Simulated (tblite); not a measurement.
**GFN2-xTB run of CH7AlClNSi (SMILES [CH3][AlH][NH][SiH2]Cl)**

We compute a structure relaxation of CH7AlClNSi. 

Program for the calculation: tblite 0.8.0.

5 further runs of the same task are left out: 3 that didn't finish, 2 set aside as unsound or not needed.

## 1. The system as given

The species is CH7AlClNSi (12 atoms), meant as a singlet with charge 0. As SMILES, `[CH3][AlH][NH][SiH2]Cl`. Geometry: a rough force-field guess. This is one conformer, not always the lowest. The run starts from this shape.

Bond lengths: C1–Al2 1.939 Å, Al2–N3 1.907 Å, N3–Si4 1.887 Å, Si4–Cl5 2.042 Å, C1–H6 1.134 Å, C1–H7 1.139 Å, C1–H8 1.114 Å, Al2–H9 1.568 Å, N3–H10 1.033 Å, Si4–H11 1.517 Å, Si4–H12 1.439 Å. Some angles: C1–Al2–N3 120.2°, Al2–N3–Si4 105.6°, N3–Si4–Cl5 109.7°, C1–Al2–H9 120.3°, N3–Al2–H9 119.4°, Al2–C1–H6 112.8°, Al2–C1–H7 110.1°, Al2–C1–H8 113.7°, Al2–N3–H10 108.9°, Si4–N3–H10 105.6°.

## 2. A geometry optimisation at GFN2-xTB

File molecule.xyz:

```xyz
12

C     -0.651900     1.114100    -1.979500
Al    -0.281700    -0.405800    -0.834100
N     -0.748800    -0.352100     1.014200
Si     0.874400    -0.560900     1.952900
Cl     1.970700     1.157200     1.820600
H     -0.177600     2.072600    -1.603700
H     -1.768500     1.339100    -1.982400
H     -0.324000     0.970100    -3.034300
H      0.461000    -1.663300    -1.405000
H     -1.310600    -1.188100     1.241300
H      0.457700    -0.822800     3.387500
H      1.576200    -1.715200     1.456400
```

File run.py:

```python
"""GFN2-xTB geometry optimisation with ASE"""
import json
import numpy as np
from ase.io import read
from tblite.ase import TBLite
from ase.units import kJ, mol as mol_
from ase.units import Debye
from ase.optimize import BFGSLineSearch

system = read("molecule.xyz")
start = system.get_positions()

system.calc = TBLite(method="GFN2-xTB", accuracy=0.1, verbosity=0)
opt = BFGSLineSearch(system, trajectory="opt.traj", logfile="-")
done = opt.run(fmax=0.005, steps=500)
print("converged:", done, "after", opt.nsteps, "steps")
print(f"E: {system.get_potential_energy() / (kJ / mol_):.6f} kJ/mol")
print(f"Dipole: {np.linalg.norm(system.get_dipole_moment()) / Debye:.4f} D")
for a, q in zip(system, system.get_charges()):
    print(f"{a.symbol}{a.index + 1} {q:+.4f}")
print("Final positions (angstrom):")
for a in system:
    print(f"{a.symbol:<2} {a.x:12.6f} {a.y:12.6f} {a.z:12.6f}")
print(f"largest displacement {np.linalg.norm(system.positions - start, axis=1).max():.4f} angstrom")
json.dump(dict(energy=system.get_potential_energy(), forces=system.get_forces().tolist(), dipole=system.get_dipole_moment().tolist(), charges=system.get_charges().tolist(),
               symbols=system.get_chemical_symbols(), start=start.tolist(), final=system.positions.tolist(), success=bool(done)), open("results.json", "w"))
```

Run with:

```bash
python run.py
```

What values should one expect? Wanted: total energy at the end; dipole moment.

**Answer.** As computed:

Level: GFN2-xTB.

| quantity | value |
| --- | --- |
| total energy at the end | -16.08409 Eh |
| dipole moment | 3.06 D |

**Reading.** At the final geometry: Bond lengths: C1–Al2 1.989 Å, Al2–N3 1.897 Å, N3–Si4 1.696 Å, Al2–Cl5 2.288 Å, Si4–Cl5 2.120 Å, C1–H6 1.096 Å, C1–H7 1.096 Å, C1–H8 1.095 Å, Al2–H9 1.546 Å, N3–H10 1.008 Å, Si4–H11 1.459 Å, Si4–H12 1.459 Å. Some angles: C1–Al2–N3 118.8°, C1–Al2–Cl5 109.4°, N3–Al2–Cl5 82.2°, Al2–N3–Si4 104.9°, N3–Si4–Cl5 92.3°, Al2–Cl5–Si4 80.5°, C1–Al2–H9 125.2°, N3–Al2–H9 109.5°, Cl5–Al2–H9 101.0°, Al2–C1–H6 116.0°. The optimisation took 50 steps and changed the energy by -1.217 eV. Bonds broke or formed on the way. Mulliken charges run from -0.41 on N3 to +0.53 on Si4.
